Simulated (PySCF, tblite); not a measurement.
# C6H8F4: geometry, infrared bands, NMR shifts and electronic excitations

Aim: predict the infrared bands, NMR shifts and electronic excitations of C6H8F4 (`CC(C)(F)CC(F)=C(F)F`).

The runs use tblite 0.8.0 and PySCF 2.14.0, with density-fitted response routines of our own; the level of theory stands in each step. All values are computed, except where a source is named. Atoms are numbered from 0 throughout.

**1. The starting structure**

18 atoms, charge 0, multiplicity 1; geometry from: force field or distance geometry start.

Bonds of the start (Å): C0–C1 1.51, C1–C2 1.52, C1–F3 1.37, C1–C4 1.53, C4–C5 1.50, C5–F6 1.36, C5–C7 1.35, C7–F8 1.35, C7–F9 1.34, C0–H10 1.10, C0–H11 1.11, C0–H12 1.09, C2–H13 1.09, C2–H14 1.11, C2–H15 1.09, C4–H16 1.10, C4–H17 1.10.

**2. Relaxing the molecule with GFN2-xTB**

The job: settings as JSON, then the geometry in Å.

```
{"job": {"kind": "relax", "xc": "GFN2-xTB", "basis": "xTB"}, "charge": 0, "multiplicity": 1}
C     -1.234000     1.241300    -0.157100
C     -0.710900    -0.125600     0.226400
C     -1.780800    -1.194300     0.054400
F     -0.407200    -0.086000     1.561100
C      0.563900    -0.536300    -0.520100
C      1.695900     0.430700    -0.364900
F      1.680800     1.568100    -1.106300
C      2.755900     0.225800     0.443700
F      2.838000    -0.909300     1.178300
F      3.734400     1.135900     0.510000
H     -1.452400     1.302300    -1.231100
H     -2.172500     1.460900     0.388100
H     -0.543000     2.038800     0.122600
H     -1.432300    -2.169400     0.392700
H     -2.677200    -0.940200     0.653200
H     -2.096600    -1.278000    -0.984700
H      0.347900    -0.623300    -1.595500
H      0.881400    -1.534900    -0.189400
```

On the command line:

```
$ OMP_NUM_THREADS=1 python probes_run.py task.json out
```

One launch serves the whole session: the jobs run in the order shown.

**Question.** This job is followed by: GFN2-xTB harmonic vibrations, gas phase; PBE0-D3(BJ)/def2-SVP geometry optimisation, gas phase; GIAO PBE0/pcSseg-1 NMR shielding, non-relativistic, gas phase; TDDFT B3LYP/def2-SVPD, vertical, gas phase, core orbitals frozen in the response; GIAO CAM-B3LYP/pcSseg-1 NMR shielding, non-relativistic, gas phase. What will the session give for the following? strongest single infrared mode (GFN2-xTB); zero-point energy (GFN2-xTB); point group; rotational constants (main isotopes); 13C shifts against TMS (PBE0/pcSseg-1, means over atoms taken as alike); 1H shifts against TMS (PBE0/pcSseg-1, means over atoms taken as alike); 19F shifts against CFCl3 (PBE0/pcSseg-1); lowest singlet (B3LYP/def2-SVPD); brightest single state of those computed; lowest triplet; vertical ionisation energy (ΔSCF); range of the shift of F8.

As calculated:

```
                                                               quantity                               value
                              strongest single infrared mode (GFN2-xTB)               1211 cm⁻¹, 284 km/mol
                                           zero-point energy (GFN2-xTB)                       81.8 kcal/mol
                                                            point group                                  C1
                                   rotational constants (main isotopes)                2.17, 0.85, 0.72 GHz
13C shifts against TMS (PBE0/pcSseg-1, means over atoms taken as alike)  164.1, 131.5, 90.9, 40.4, 28.1 ppm
 1H shifts against TMS (PBE0/pcSseg-1, means over atoms taken as alike)                      2.23, 1.38 ppm
                               19F shifts against CFCl3 (PBE0/pcSseg-1)  -102.8, -119.4, -167.8, -180.3 ppm
                                       lowest singlet (B3LYP/def2-SVPD)         6.23 eV (199 nm), f = 0.011
                               brightest single state of those computed         state 4, 7.42 eV, f = 0.297
                                                         lowest triplet                             4.44 eV
                                      vertical ionisation energy (ΔSCF)                             9.43 eV
                                               range of the shift of F8                -119.4 to -111.9 ppm
```

**Reading.** The optimisation took 61 steps and gained 0.192 eV; among the close pairs (by a distance rule), C7–F8 changed most, from 1.355 to 1.325 Å (GFN2-xTB). All 48 modes are real, so the xTB geometry is a minimum. The strongest single mode, at 1211 cm⁻¹, moves mainly C7. GFN2-xTB is a fitted tight-binding method: band positions and strengths are rough. Its intensities can rank the bands wrongly. Over 15 steps the energy fell by 0.147 eV; of the close pairs, C2–H15 changed most, 1.063 to 1.100 Å (PBE0/def2-SVP). No frequency check was run at this level, so the end point may be a saddle. H16, H17 (mean) (hydrogen on an allylic sp3 CH2) lies farthest downfield among hydrogen, at 2.23 ppm; allylic position. At PBE0/pcSseg-1: Shielding is most anisotropic at F6 (span 122 ppm, paramagnetic term -116 ppm). The first singlet state (HOMO→LUMO 0.60, HOMO→LUMO+1 0.31) lies at 6.23 eV and is weak; of the 10 states computed, the strongest absorption comes from state 4 at 7.42 eV. The lowest triplet lies 1.79 eV below the lowest singlet (triplets in Tamm-Dancoff, singlets in full TDDFT). The orbital energy would give 7.03 eV for ionisation, ΔSCF gives 9.43 eV. In ppm, F8 moves most: its shift spreads over 7.5 ppm, from -119.4 (PBE0/pcSseg-1) to -111.9 (CAM-B3LYP/pcSseg-1).
